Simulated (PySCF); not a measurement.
# Sn2 (triplet): spin, charge, geometry and surroundings

How does Sn2 (triplet) answer to another spin, charge, distance or environment?

Program: PySCF 2.14.0. Level of theory: each script names its method and basis. These are calculated values, not measurements.

2 further runs of the same task are left out: 2 that didn't finish.

## Step 1: The starting structure

Sn2 (triplet): 2 atoms, charge 0, spin multiplicity 3.

Bond lengths: Sn1–Sn2 2.430 Å.

## Step 2: The base run

Input file input.py:

```python
from pyscf import gto, scf

mol = gto.M(
    atom='Sn 0 0 0; Sn 0 0 2.43',
    basis='def2-svp',
    ecp={'Sn': 'def2-svp'},
    charge=0,
    spin=2,
    verbose=4,
)
mf = scf.UHF(mol)
mf.kernel()
mf.nuc_grad_method().kernel()
mf.dip_moment()
print('orbital energies (hartree):', [e[max(0, n-3):n+3].round(4) for e, n in zip(mf.mo_energy, mol.nelec)])
```

The run is started by

```bash
> OMP_NUM_THREADS=1 python input.py
```

The log of this run is left out.

In short: E(SCF) = -426.678382 Eh, 10 cycles, ⟨S²⟩ = 2.011, μ = 0.00 D, gradient on the second atom -0.0980 Eh/bohr.

The bond length is a typed value, not an optimised one. The triplet is typed in the script; nothing here shows that it is the ground state.

## Step 3: Charge -1 (quartet)

Edit 1 changes charge: 0 → -1; spin (2S): 2 → 3.

Input file input.py:

```python
from pyscf import gto, scf

mol = gto.M(
    atom='Sn 0 0 0; Sn 0 0 2.43',
    basis='def2-svp',
    ecp={'Sn': 'def2-svp'},
    charge=-1,
    spin=3,
    verbose=4,
)
mf = scf.UHF(mol)
mf.kernel()
mf.nuc_grad_method().kernel()
mf.dip_moment()
print('orbital energies (hartree):', [e[max(0, n-3):n+3].round(4) for e, n in zip(mf.mo_energy, mol.nelec)])
```

The run is started by

```bash
> OMP_NUM_THREADS=1 python input.py
```

## Step 4: Bond 2.357 Å

Edit 2 changes bond length: 2.43 Å → 2.357 Å.

input.py, as its differences from that of step 2:

```diff
@@ -3,3 +3,3 @@
 mol = gto.M(
-    atom='Sn 0 0 0; Sn 0 0 2.43',
+    atom='Sn 0 0 0; Sn 0 0 2.357',
     basis='def2-svp',
```

## Step 5: Bond 7.29 Å

Edit 3 changes bond length: 2.43 Å → 7.29 Å.

input.py, as its differences from that of step 2:

```diff
@@ -3,3 +3,3 @@
 mol = gto.M(
-    atom='Sn 0 0 0; Sn 0 0 2.43',
+    atom='Sn 0 0 0; Sn 0 0 7.29',
     basis='def2-svp',
```

## Step 6: Charge +2

Edit 4 changes charge: 0 → 2.

input.py, as its differences from that of step 2:

```diff
@@ -6,3 +6,3 @@
     ecp={'Sn': 'def2-svp'},
-    charge=0,
+    charge=2,
     spin=2,
```

What does the calculation give? Wanted: for each run, E(SCF); from base; gap, α spin.

**Answer**, as computed:

```
                run  E(SCF) (hartree)  from base (eV)  cycles  gap, α spin (eV)
               base       -426.678382               0      10              7.48
charge -1 (quartet)       -426.679080         -0.0190      10              5.40
       bond 2.357 Å       -426.661031         +0.4722      10              7.49
        bond 7.29 Å       -426.523569         +4.2127      10              1.94
          charge +2       -425.964254        +19.4324       9              6.84
```

In words: Of the runs whose energies can be compared, “bond 7.29 Å” moves the SCF energy most (+4.213 eV). At the SCF level, adding an electron (to the quartet) releases 0.02 eV at fixed geometry. With bond 7.29 Å the frontier gap moves by over 1.5 eV, which can mean another electronic state rather than the bond length alone.
